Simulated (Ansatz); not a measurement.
**ZnNi: a hydrostatic pressure series**

One table from this session's results is given with a row withheld; the runs are named, their logs left out.

Method: DFT r2SCAN, scalar-relativistic, plane waves, PAW, in Ansatz 0.2.0.

1 further run of the same task is left out (set aside as unsound or not needed).

### The starting structure

Symmetry: P4/mmm, No. 123, tetragonal system. Conventional cell: a = 2.693 Å, b = 2.693 Å, c = 3.189 Å, α = 90.00°, β = 90.00°, γ = 90.00°. Around Zn (site symmetry 4/mmm) lie 8 Ni at 2.48 Å and 4 Zn at 2.69 Å. Ni (site symmetry 4/mmm) is surrounded by 8 Zn at 2.48 Å and 4 Ni at 2.69 Å.

As a file:

```cif
data_structure
_symmetry_space_group_name_H-M 'P4/mmm'
_symmetry_Int_Tables_number 123
_cell_length_a 2.6927
_cell_length_b 2.6927
_cell_length_c 3.1888
_cell_angle_alpha 90.000
_cell_angle_beta 90.000
_cell_angle_gamma 90.000
_cell_volume 23.12
loop_
_atom_site_label
_atom_site_type_symbol
_atom_site_symmetry_multiplicity
_atom_site_Wyckoff_symbol
_atom_site_fract_x
_atom_site_fract_y
_atom_site_fract_z
_atom_site_occupancy
Zn1 Zn 1 d 0.50000 0.50000 0.50000 1
Ni1 Ni 1 a 0.00000 0.00000 0.00000 1
```

This cell was relaxed beforehand with the same method: volume 11.56 Å³/atom, gap on the mesh none (metal).

The first run:

input.yaml reads:

```yaml
crystal:
  lattice:
    - [2.709993448, 0.0, 0.0]
    - [0.0, 2.709993448, 0.0]
    - [0.0, 0.0, 3.2092183591]
  atoms:
    - { symbol: Zn, position: [0.5, 0.5, 0.5] }
    - { symbol: Ni, position: [0.0, 0.0, 0.0] }
basis:
  ecutwfc: 500
kpoints:
  mp_grid: { grid: [16, 16, 14] }
hamiltonian:
  xc: r2scan
scf:
  occupations: { method: gaussian, width: 0.1 }
output:
  forces: true
  stress: true
  eigenvalues: true
relax:
  adjacent_minimum: "off"
  f_tol: 0.008
  max_steps: 50
  cell: { stress_tol: 0.08, p_target: -2.0 }
```

The run is started by

```sh
$ ansatz run input.yaml --threads 1 --pin off --max-ram 2560MiB --backend cpu --events-out ev --progress --plain --runs-dir out
```

Among the steps run: Target pressure -2 GPa; Target pressure 2 GPa; Relaxing at 5 GPa; 10 GPa; Relaxing at 20 GPa; Target pressure 40 GPa.

One of the session's tables, all rows but one given; the rest of the session is left out.

Lengths are those of the vectors of the cell that was run:

| P (GPa) | V (Å³/atom) | a (Å) | b (Å) | c (Å) | ΔH (eV/atom) |
| --- | --- | --- | --- | --- | --- |
| -2 | 11.70 | 2.703 | 2.703 | 3.203 | -0.145 |
| 0 | 11.56 | 2.693 | 2.693 | 3.189 | 0.000 |
| 2 | 11.43 | 2.683 | 2.683 | 3.175 | 0.143 |
| 5 | 11.24 | 2.668 | 2.668 | 3.158 | 0.356 |
| 10 | 10.97 | 2.647 | 2.647 | 3.132 | 0.702 |
| 20 | ? | ? | ? | ? | ? |
| 40 | 9.85 | 2.554 | 2.554 | 3.020 | 2.641 |

Q: Estimate the row for P (GPa) = 20 from the others.

Worked estimate for «V (Å³/atom)». A straight line through the neighbours (10, 10.97) and (40, 9.85) gives 10.97 + (9.85 − 10.97) × (20 − 10) / (40 − 10) = 10.60; a parabola fitted to 3 rows on both sides gives 10.50.

**Answer.** V (Å³/atom): 10.52; a (Å): 2.611; b (Å): 2.611; c (Å): 3.088; ΔH (eV/atom): 1.373. In «V (Å³/atom)» the line misses by +0.08 and the parabola by -0.02.

ΔH is E + PV over the energy at zero pressure; a, b and c are the vectors of the computed cell. 

Caveats from the session: The final runs have no spin polarisation, so a magnetic state may lie lower.
